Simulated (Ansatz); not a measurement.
# Dimethyl telluride (C₂H₆Te): up Jacob's ladder to CCSD(T)

How much do the methods differ for dimethyl telluride (C₂H₆Te)? The plan is to run it at one geometry with functionals of several rungs and with coupled cluster. The yardstick is the atomisation energy at the CCSD(T) limit.

Program: Ansatz 0.2.0, Gaussian basis. Level of theory: functionals in def2-TZVPP, the program's frozen cores in correlated methods. These are calculated values, not measurements.

The runs, in order: LDA (SPW92), PBE-D4, revPBE-D4, BLYP-D4, r2SCAN-D4, B97M-V, PBE0-D4, B3LYP-D4, r2SCANh-D4, r2SCAN0-D4, HSE06-D4, BHLYP-D4, CAM-B3LYP-D4, LC-ωPBE, ωB97X-V, ωB97M-V, B2PLYP, PBE-QIDH; CCSD(T)/def2-SVP; CCSD(T)/def2-TZVPP; MP2/def2-QZVPP; extrapolation to the limit; RPA on PBE.

### Step 1. The relaxed structure

All runs share one geometry, relaxed beforehand with PBE0-D4 in a triple-zeta def2 set. Te takes the def2 core potential; no spin-orbit term is included.

SMILES `C[Te]C`, 9 atoms, charge 0, spin multiplicity 1.

Atoms are counted from 1 here; the program's logs count them from 0.

Bond lengths: C1–Te2 2.136 Å, C1–H4 1.088 Å, C1–H5 1.089 Å, C1–H6 1.088 Å, Te2–C3 2.136 Å, C3–H7 1.088 Å, C3–H8 1.089 Å, C3–H9 1.088 Å. Angles: Te2–C1–H4 109.8°, Te2–C1–H5 107.3°, Te2–C1–H6 109.8°, H4–C1–H5 109.5°, H4–C1–H6 110.7°, H5–C1–H6 109.5°, C1–Te2–C3 94.5°, Te2–C3–H7 109.8°, Te2–C3–H8 107.3°, Te2–C3–H9 109.8°, H7–C3–H8 109.5°, H7–C3–H9 110.7°, H8–C3–H9 109.5°.

Geometry (Å):

| atom | x (Å) | y (Å) | z (Å) |
| --- | --- | --- | --- |
| C1 | -0.7772 | 1.0191 | -0.8912 |
| Te2 | 1.2436 | 0.3715 | -0.6460 |
| C3 | 0.7821 | -1.0339 | 0.8952 |
| H4 | -1.3996 | 0.1800 | -1.1962 |
| H5 | -0.7815 | 1.7785 | -1.6723 |
| H6 | -1.1419 | 1.4516 | 0.0385 |
| H7 | 0.0941 | -1.7865 | 0.5148 |
| H8 | 1.7165 | -1.5104 | 1.1894 |
| H9 | 0.3526 | -0.5162 | 1.7507 |

### Step 2. LDA

This LDA is Slater exchange with PW92 correlation.

in.yaml reads:

```yaml
crystal:
  periodic: [false, false, false]
  atoms:
    - {symbol: C, position_ang: [-0.777244, 1.019131, -0.891185]}
    - {symbol: Te, position_ang: [1.243556, 0.371452, -0.645979]}
    - {symbol: C, position_ang: [0.782103, -1.033940, 0.895183]}
    - {symbol: H, position_ang: [-1.399551, 0.180033, -1.196228]}
    - {symbol: H, position_ang: [-0.781498, 1.778461, -1.672257]}
    - {symbol: H, position_ang: [-1.141927, 1.451562, 0.038548]}
    - {symbol: H, position_ang: [0.094088, -1.786499, 0.514802]}
    - {symbol: H, position_ang: [1.716492, -1.510388, 1.189443]}
    - {symbol: H, position_ang: [0.352581, -0.516212, 1.750674]}
basis:
  gaussian: {orbitals: def2-TZVPP}
hamiltonian: {xc: lda}
output: {orbitals: {seedname: orbitals}}
```

Further steps of the session: PBE-D4 (GGA); revPBE-D4 (GGA); BLYP-D4 (GGA); r2SCAN-D4 (meta-GGA); B97M-V (meta-GGA); PBE0-D4 (hybrid); B3LYP-D4 (hybrid); r2SCANh-D4 (hybrid); r2SCAN0-D4 (hybrid); HSE06-D4 (hybrid); BHLYP-D4 (hybrid); CAM-B3LYP-D4 (range-separated); LC-ωPBE-D4 (range-separated); ωB97X-V (range-separated); ωB97M-V (range-separated); B2PLYP (double hybrid); PBE-QIDH (double hybrid); CCSD(T) in def2-SVP; CCSD(T) in def2-TZVPP; MP2 in def2-QZVPP; RPA on PBE orbitals.

Q: Predict the results of all the runs planned. Wanted: atomisation energy, CCSD(T)/CBS; farthest beyond LDA; mean size of error, GGA; mean size of error, meta-GGA; mean size of error, hybrid; mean size of error, range-separated; mean size of error, double hybrid; gap, smallest and largest; T1 diagnostic.

As calculated:

| quantity | value |
| --- | --- |
| atomisation energy, CCSD(T)/CBS | 739.8 kcal/mol |
| functionals within 7.4 kcal/mol (1.0 %) | PBE-D4, BLYP-D4, r2SCAN-D4, B97M-V, PBE0-D4, B3LYP-D4, HSE06-D4, CAM-B3LYP-D4, ωB97X-V, ωB97M-V |
| farthest beyond LDA | BHLYP-D4 (-21.0 kcal/mol) |
| mean size of error, GGA | 7.0 kcal/mol |
| mean size of error, meta-GGA | 4.5 kcal/mol |
| mean size of error, hybrid | 8.4 kcal/mol |
| mean size of error, range-separated | 6.7 kcal/mol |
| mean size of error, double hybrid | 10.5 kcal/mol |
| gap, smallest and largest | 3.36 eV (BLYP-D4), 9.92 eV (LC-ωPBE) |
| T1 diagnostic | 0.0096 |
| triples share of the correlation energy | 3.0 % |

In words: The LDA atomisation energy is off by 92.4 kcal/mol (12 %): it overbinds. PBE-D4 misses by +6.7 kcal/mol. Double hybrids carry the basis error of their MP2 part in triple zeta, and no dispersion term here, so their miss is partly the set-up's. The rungs meta-GGA, range-separated, GGA miss on average by less than the doubt on the reference (7.4 kcal/mol), so they tie. The reference freezes the cores and leaves out spin-orbit coupling and excitations past (T), and its outer-core shells are covered unevenly, so misses under about 7.4 kcal/mol can't be ranked. All levels share the lack of spin-orbit coupling, which lowers the free heavy atoms and so the true binding. Hartree-Fock recovers 73 % of the binding; the rest is correlation. CCSD(T) in def2-SVP is off by -45.9 kcal/mol, more than most functionals: a good method in a small basis is no reference. Orbital gaps span 3.4 to 9.9 eV; exact exchange widens them. Correlated methods include outer-core shells of Te, which these sets cover unevenly.
